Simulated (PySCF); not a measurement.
Runs of PySCF 2.14.0 on SiSH4. The cell holds a molecule in a box, 6 atoms: a = 12.000 Å, b = 12.000 Å, c = 13.000 Å, α = 90.00°, β = 90.00°, γ = 90.00°. 

```csv
task,level,conv_tol,grid for exchange and correlation,three-body dispersion term,exxdiv,three-centre integrals,gap on the mesh (eV)
atomic charges,PBE,1e-07 Ha,"Becke, atom-centred",-,-,-,5.52
atomic charges,TPSSh+D4,1e-07 Ha,"Becke, atom-centred",yes,ewald,read from an earlier run's file,(b)
atomic charges,r2SCANh,1e-07 Ha,"Becke, atom-centred",-,ewald,read from an earlier run's file,6.98
MP2 correlation energy,HF,1e-08 Ha,-,-,ewald,read from an earlier run's file,(a)
excitation energies (Tamm-Dancoff),PBE0,1e-08 Ha,"Becke, atom-centred",-,ewald,read from an earlier run's file,7.63
```

Alike in all rows: potentials or basis 6-31g* (all-electron); no spin polarisation; cell as given; k mesh 1 × 1 × 1; smearing fixed.

Problem. Fill in the values left out.

Solution. (a) 13.65; (b) 6.69.

Caveats: this is a molecule in a periodic box at the Γ point, so its band gap is the HOMO-LUMO gap; the basis of atomic orbitals isn't converged, which shifts pressures, moduli and gaps; the basis is small and the box finite, so much correlation energy is missing and levels can be off by tenths of an eV (some runs); the iterative solver can pass over a root and still report convergence (some runs).

